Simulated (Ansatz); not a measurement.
Runs of Ansatz 0.2.0 on BiTe. Symmetry: Fm-3m, No. 225, cubic system. The conventional cell has a = 6.470 Å, b = 6.470 Å, c = 6.470 Å, α = 90.00°, β = 90.00°, γ = 90.00°. Bi (site symmetry m-3m) is surrounded by 6 Te at 3.23 Å. Around Te (site symmetry m-3m) lie 6 Bi at 3.23 Å. 

| task | level | cell | k mesh | atoms under strain | gap on the mesh (eV) | pressure (GPa) | relaxed volume (Å³/atom) |
| --- | --- | --- | --- | --- | --- | --- | --- |
| phonons | PBEsol | as given | 5 × 5 × 5 | - | none | - | - |
| relaxation of cell and atoms | PBEsol+D4 | relaxed | 7 × 7 × 7 | - | none | 0.0 | 32.01 |
| relaxation of cell and atoms | revPBE+D4 | relaxed | 7 × 7 × 7 | - | none | 0.0 | (a) |
| elastic constants | PBEsol | as given | 5 × 5 × 5 | relaxed | none | -1.8 | - |
| relaxation of cell and atoms | revPBE+D3(BJ) | relaxed | 7 × 7 × 7 | - | none | 0.0 | (b) |
| relaxation of cell and atoms | RPBE+D4 | relaxed | 7 × 7 × 7 | - | none | 0.0 | 32.45 |
| relaxation of cell and atoms | PBEsol+D3(BJ) | relaxed | 7 × 7 × 7 | - | none | 0.0 | 31.47 |
| relaxation of cell and atoms | RPBE+D3(BJ) | relaxed | 7 × 7 × 7 | - | none | 0.0 | 26.42 |

Alike in all rows: potentials or basis Ansatz PAW; no spin polarisation; cutoff (eV) 420; smearing fermi-dirac 0.05 eV.

Q: Estimate the missing entries.

A: (a) 32.72; (b) 32.32.

Caveats: spin-orbit coupling is left out, which moves the levels of the heavy elements; the PAW data sets come from PBE, with cores solved anew for the run's functional, which leaves a small shift of forces and pressure; the plane-wave basis is chosen anew once the cell has moved, so the energies of steps on either side of that aren't comparable (some runs); pairwise dispersion overbinds metals, which lowers pressure and volume (some runs); elastic constants of metals need much finer meshes, so these are rough (some runs); the volume moved by over 15 % at a fixed basis, so the end points are rough (some runs); the volume moved by -22 % from the deposited cell, more than functionals usually miss (some runs).

A k mesh can miss the band edges, and the runs leave out spin-orbit coupling on Bi, Te.

A gap of «none» marks a metal or a gap under the smearing width.

Runs at the PBE level aren't shown here.
